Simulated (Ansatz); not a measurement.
# KP2Ru2: the cost of one run

All numbers are computed with the Python package of Ansatz 0.2.0. Level of theory: DFT LDA, plane waves, PAW.

### 1 The structure

Symmetry: I4/mmm, No. 139, tetragonal system. Conventional cell: a = 4.023 Å, b = 4.023 Å, c = 12.494 Å, α = 90.00°, β = 90.00°, γ = 90.00°. Around K (site symmetry 4/mmm) lie 8 P at 3.49 Å and 8 Ru at 3.72 Å. P (site symmetry 4mm) is surrounded by 4 Ru at 2.30 Å. Ru (site symmetry -4m2) has 4 P at 2.30 Å as nearest neighbours.

The script holds or builds the structure itself.

### 2 The code

File eos.py:

```python
"""Energy against volume for KP2Ru2, with a fit."""

import ansatz as az
from ase.eos import EquationOfState
from ase.units import GPa
import numpy as np

params = {
    "functional": "LDA",
    "occupations": "cold",
    "cutoff_ev": 500,
    "mesh": (9, 9, 9),
}

vectors0 = np.array([
    [-2.011542, 2.011542, 6.246777],
    [2.011542, -2.011542, 6.246777],
    [2.011542, 2.011542, -6.246777],
])
sites = [
    ("K", [0.0, 0.0, 0.0]),
    ("P", [0.338722, 0.338722, 0.0]),
    ("P", [0.661278, 0.661278, 0.0]),
    ("Ru", [0.75, 0.25, 0.5]),
    ("Ru", [0.25, 0.75, 0.5]),
]


def build(cell):
    crystal = az.Crystal(lattice=az.Lattice.of(cell))
    for symbol, position in sites:
        crystal = crystal.atom(symbol, position)
    return crystal


def main() -> None:
    # uniform scaling of the cell
    volumes, energies, pressures = [], [], []
    for scale in np.linspace(0.95, 1.07, 5):
        cell = vectors0 * scale ** (1 / 3)
        model = (
            build(cell).calculation()
            .functional(params["functional"])
            .pseudopotentials("paw")
            .occupations(params["occupations"])
            .basis(params["cutoff_ev"])
            .kpoints(*params["mesh"])
            .stress()
        )
        report = model.run(threads=1).report
        volumes.append(abs(np.linalg.det(cell)) / len(sites))
        energies.append(report["free_energy_ev"] / len(sites))
        pressures.append(np.trace(report["stress_gpa"]) / 3)
        print(f"V = {volumes[-1]:8.4f} A^3/atom  F = {energies[-1]:.5f} eV/atom  P = {pressures[-1]:8.3f} GPa")

    eos = EquationOfState(volumes, energies, eos="birchmurnaghan")
    v0, e0, bulk = eos.fit()
    print(f"V0 = {v0:.4f} A^3/atom, E0 = {e0:.5f} eV/atom, B = {bulk / GPa:.1f} GPa")


if __name__ == "__main__":
    main()
```

### 3 What the engine is handed

The engine receives this input (first run):

```yaml
crystal:
  lattice:
    - [-1.9774414800648146, 1.9774414800648146, 6.1408789657461]
    - [1.9774414800648146, -1.9774414800648146, 6.1408789657461]
    - [1.9774414800648146, 1.9774414800648146, -6.1408789657461]
  atoms:
    - { symbol: K, position: [0.0, 0.0, 0.0] }
    - { symbol: P, position: [0.338722, 0.338722, 0.0] }
    - { symbol: P, position: [0.661278, 0.661278, 0.0] }
    - { symbol: Ru, position: [0.75, 0.25, 0.5] }
    - { symbol: Ru, position: [0.25, 0.75, 0.5] }
basis:
  ecutwfc: 500.0
kpoints:
  mp_grid:
    grid: [9, 9, 9]
hamiltonian:
  xc: lda
  pseudopotentials:
    kind: paw
scf:
  occupations:
    method: cold
output:
  stress: true
```

### 4 Launch

On the command line:

```console
$ python eos.py
```

Q: Estimate wall time and peak memory on 1 thread of Arm Neoverse V1, shared host.

About 83 s, with a peak of 0.59 GiB.
